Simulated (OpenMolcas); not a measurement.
# One shape, several levels: GaBH3ClO (SMILES O[B](Cl)[GaH2])

Wanted: a comparison of 6 runs (B2PLYP/6-31G*, B3LYP/6-31G*, BHLYP/6-31G*, M06-2X/6-31G*, SVWN5/6-31G*, MP2/6-31G*) of GaBH3ClO. 

The results are computed with OpenMolcas 26.06.

1 further run of the same task is left out (set aside as unsound or not needed).

### Step 1. Starting point

GaBH3ClO: 7 atoms, total charge 0, spin state singlet. SMILES: `O[B](Cl)[GaH2]`. Geometry: relaxed at PBE0-D4/def2-TZVP. This is one conformer, not always the lowest.

Bond lengths: O1–B2 1.344 Å, B2–Cl3 1.789 Å, B2–Ga4 2.095 Å, O1–H5 0.965 Å, Ga4–H6 1.572 Å, Ga4–H7 1.572 Å. Angles: O1–B2–Cl3 118.4°, O1–B2–Ga4 123.4°, Cl3–B2–Ga4 118.3°, B2–O1–H5 114.1°, B2–Ga4–H6 121.3°, B2–Ga4–H7 121.3°, H6–Ga4–H7 117.4°.

### Step 2. The energy at B2PLYP/6-31G(d) (spherical functions) (run 1)

job.input reads:

```
>>> EXPORT MOLCAS_PRINT=2
&GATEWAY
BasLib = $CurrDir
Coord
7
angstrom
O       -0.845500      -1.229100       0.927100
B       -0.031900      -0.664900       0.017900
Cl       0.899000      -1.736200      -1.070500
Ga       0.202400       1.406200      -0.190800
H       -0.850900      -2.194300       0.905900
H       -0.691300       2.232500      -1.186100
H        1.318000       2.185900       0.596500
Basis = 6-31Gs
Group = NoSym
&SEWARD
GridInput
Grid=UltraFine
End of Grid
&SCF
KSDFT = B2PLYP_SCF
Thresholds = 1e-10 1e-07 1e-07 1e-05
PrOrbitals = 0
&MBPT2
Frozen = 16
```

The basis set 6-31G* is read from a file made from the Basis Set Exchange's data (not shown).

Started as:

```console
$ export MOLCAS_MEM=1860
$ pymolcas job.input > job.log
```

The log of the run:

```text
--- Start Module: gateway ---
[...]
--- Stop Module: gateway /rc=_RC_ALL_IS_WELL_ ---
[...]
      Basis functions           84
[...]
--- Start Module: scf ---
[...]
       Convergence after  15 Iterations
[...]
::    Total KS-DFT energy                           -2485.8712323443
[...]
      Total spin, S                                     0.0000000000
[...]
      Total electronic charge=   64.000000
      Total            charge=   -0.000000
[...]
      Dipole Moment (debye):
      Origin of the operator (angstrom)=    0.2336    0.0857   -0.2631
                   X= -6.9609E-01               Y= -1.1364E+00               Z=  7.5934E-01           Total=  1.5338E+00
      Quadrupole Moment (debye*angstrom):
[...]
--- Stop Module: scf /rc=_RC_ALL_IS_WELL_ ---
[...]
--- Start Module: mbpt2 ---
[...]
 ###    WARNING: MP2 implementation intended for RHF references only         ###
 ###############################################################################
MBPT2 WARNING: Reference function according to RunFile:KS-DFT
I'll assume you know what you're doing and continue
WARNING!
Default frozen orbitals as non valence orbitals is overwritten by user input.
Default values:  21
[...]
       Reference weight ( Cref**2 )         =        0.77987
::    Total MBPT2 energy                            -2486.6259449381
[...]
      Total MBPT2 calculations                           0.26      0.29
--- Stop Module: mbpt2 /rc=_RC_ALL_IS_WELL_ ---
[...]
```

It took 20 s on 1 thread of Arm Neoverse V2, shared host; peak memory 0.46 GiB.

### Step 3. Energy and forces at B3LYP/6-31G(d) (spherical functions) (run 2)

struct.xyz reads:

```xyz
7

O     -0.845500    -1.229100     0.927100
B     -0.031900    -0.664900     0.017900
Cl     0.899000    -1.736200    -1.070500
Ga     0.202400     1.406200    -0.190800
H     -0.850900    -2.194300     0.905900
H     -0.691300     2.232500    -1.186100
H      1.318000     2.185900     0.596500
```

mol.inp reads:

```
&gateway
baslib=$CurrDir
coord=struct.xyz
basis=6-31Gs
group=NoSym
&seward
gridinput
Grid=UltraFine
End of Grid
&scf
ksdft=B3LYP
thresholds=1e-10 1e-07 1e-07 1e-05
prorbitals=0
&alaska
```

The basis set 6-31G* is read from a file made from the Basis Set Exchange's data (not shown).

Started as:

```console
$ export MOLCAS_MEM=1860
$ pymolcas mol.inp > mol.log
```

The log of the run:

```text
--- Start Module: gateway ---
[...]
--- Stop Module: gateway /rc=_RC_ALL_IS_WELL_ ---
[...]
      Basis functions           84
[...]
--- Start Module: scf ---
[...]
       Convergence after  16 Iterations
[...]
::    Total KS-DFT energy                           -2486.7585564222
[...]
      Total spin, S                                     0.0000000000
[...]
      Total electronic charge=   64.000000
      Total            charge=   -0.000000
[...]
      Dipole Moment (debye):
      Origin of the operator (angstrom)=    0.2336    0.0857   -0.2631
                   X= -7.0354E-01               Y= -1.2836E+00               Z=  7.6364E-01           Total=  1.6510E+00
      Quadrupole Moment (debye*angstrom):
[...]
--- Stop Module: scf /rc=_RC_ALL_IS_WELL_ ---
[...]
--- Start Module: alaska ---
[...]
 *              Molecular gradients               *
 **************************************************
  Irreducible representation: a
 ------------------------------------------------------------------------------------------
                              X                       Y                       Z
 ------------------------------------------------------------------------------------------
  O1                2.63576765677698E-03   -7.70025829042886E-03   -3.20802748029259E-03
  B2                1.15186961674785E-03   -3.36014125821049E-03   -1.41306517880502E-03
  CL3              -4.07306553552544E-03    4.31091988048493E-03    4.74830297031303E-03
  GA4               7.87689437497296E-04    2.12870082309280E-03   -8.53576223149841E-04
  H5                1.63255298979426E-05    8.07384705616165E-03    2.07321926355863E-04
  H6                1.57531230489383E-03   -1.77914395019751E-03    1.88605893895044E-03
  H7               -2.09389901021506E-03   -1.67392426093516E-03   -1.36701495339375E-03
 ------------------------------------------------------------------------------------------
--- Stop Module: alaska /rc=_RC_ALL_IS_WELL_ ---
[...]
```

Run time: 29 s. Hardware: 1 thread of Arm Neoverse V2, shared host; peak memory 0.46 GiB.

Runs 3 to 5 aren't shown in full; the table further down has their settings and results.

### Step 4. A single-point energy at MP2/6-31G(d) (spherical functions) (run 6)

mol.input reads:

```
&gateway
  baslib=$CurrDir
  coord
  7
  angstrom
  O       -0.845500      -1.229100       0.927100
  B       -0.031900      -0.664900       0.017900
  Cl       0.899000      -1.736200      -1.070500
  Ga       0.202400       1.406200      -0.190800
  H       -0.850900      -2.194300       0.905900
  H       -0.691300       2.232500      -1.186100
  H        1.318000       2.185900       0.596500
  basis=6-31Gs
  group=NoSym

&seward

&scf
  thresholds=1e-10 1e-07 1e-07 1e-05
  prorbitals=1 2

&mbpt2
  frozen=16
```

The basis set 6-31G* is read from a file made from the Basis Set Exchange's data (not shown).

Started as:

```console
$ export MOLCAS_MEM=1860
$ pymolcas mol.input > mol.log
```

The log of the run:

```text
--- Start Module: gateway ---
[...]
--- Stop Module: gateway /rc=_RC_ALL_IS_WELL_ ---
[...]
      Basis functions           84
[...]
--- Start Module: scf ---
[...]
       Convergence after  14 Iterations
[...]
::    Total SCF energy                              -2483.8008652007
[...]
      Total spin, S                                     0.0000000000
[...]
      Total electronic charge=   64.000000
      Total            charge=   -0.000000
[...]
      Dipole Moment (debye):
      Origin of the operator (angstrom)=    0.2336    0.0857   -0.2631
                   X= -6.9183E-01               Y= -9.8942E-01               Z=  7.5865E-01           Total=  1.4259E+00
      Quadrupole Moment (debye*angstrom):
[...]
--- Stop Module: scf /rc=_RC_ALL_IS_WELL_ ---
[...]
--- Start Module: mbpt2 ---
[...]
WARNING!
Default frozen orbitals as non valence orbitals is overwritten by user input.
Default values:  21
[...]
       Reference weight ( Cref**2 )         =        0.84685
::    Total MBPT2 energy                            -2484.4176506703
[...]
      Total MBPT2 calculations                           0.25      0.28
--- Stop Module: mbpt2 /rc=_RC_ALL_IS_WELL_ ---
[...]
```

It took 6 s on 1 thread of Arm Neoverse V2, shared host; peak memory 0.46 GiB.

### Step 5. The series

| run | level | task | frozen core orbitals | energy (Eh) | dipole moment (D) of the reference | HOMO energy (eV) | LUMO energy (eV) | wall time |
| --- | --- | --- | --- | --- | --- | --- | --- | --- |
| 1 | B2PLYP/6-31G* (spherical functions) | energy | 16 | -2486.075005 | 1.53 | -8.63 | -0.69 | 20 s |
| 2 | B3LYP/6-31G* (spherical functions) | gradient | – | -2486.758556 | 1.65 | -7.37 | -1.96 | 29 s |
| 3 | BHLYP/6-31G* (spherical functions) | gradient | – | -2486.613775 | 1.52 | -8.70 | -0.96 | 28 s |
| 4 | M06-2X/6-31G* (spherical functions) | gradient | – | -2486.617120 | 1.56 | -8.67 | -1.25 | 35 s |
| 5 | SVWN5/6-31G* (spherical functions) | gradient | – | -2481.351078 | 1.74 | -6.48 | -2.75 | 23 s |
| 6 | MP2/6-31G* (spherical functions) | energy | 16 | -2484.417651 | 1.43 | -10.43 | 1.00 | 6 s |

### Step 6. Results

| quantity | value |
| --- | --- |
| run 6: total energy | -2484.41765 Eh |
| run 6: dipole moment (mean-field density) | 1.43 D |
| run 6: HOMO energy (Hartree–Fock orbitals) | -10.43 eV |
| run 6: LUMO energy (Hartree–Fock orbitals) | 1.00 eV |
| run 6: HOMO–LUMO gap (Hartree–Fock orbitals) | 11.44 eV |
| run 6: correlation energy (16 core orbitals frozen) | -616.8 mEh |

What this shows: Over runs 1, 2, 3, 4, 5 the dipole moment (its size) runs from 1.52 D (BHLYP/6-31G*) to 1.74 D (SVWN5/6-31G*). Over runs 1, 2, 3, 4, 5 the HOMO–LUMO gap runs from 3.73 eV (SVWN5/6-31G*) to 7.93 eV (B2PLYP/6-31G*). A double hybrid's value is that of its SCF part. For B2PLYP the log adds the whole second-order term; the table takes 0.27 of it, as the functional is defined. Totals of different functionals can't be ranked against each other. All runs together took 2.3 min, the longest 35 s.
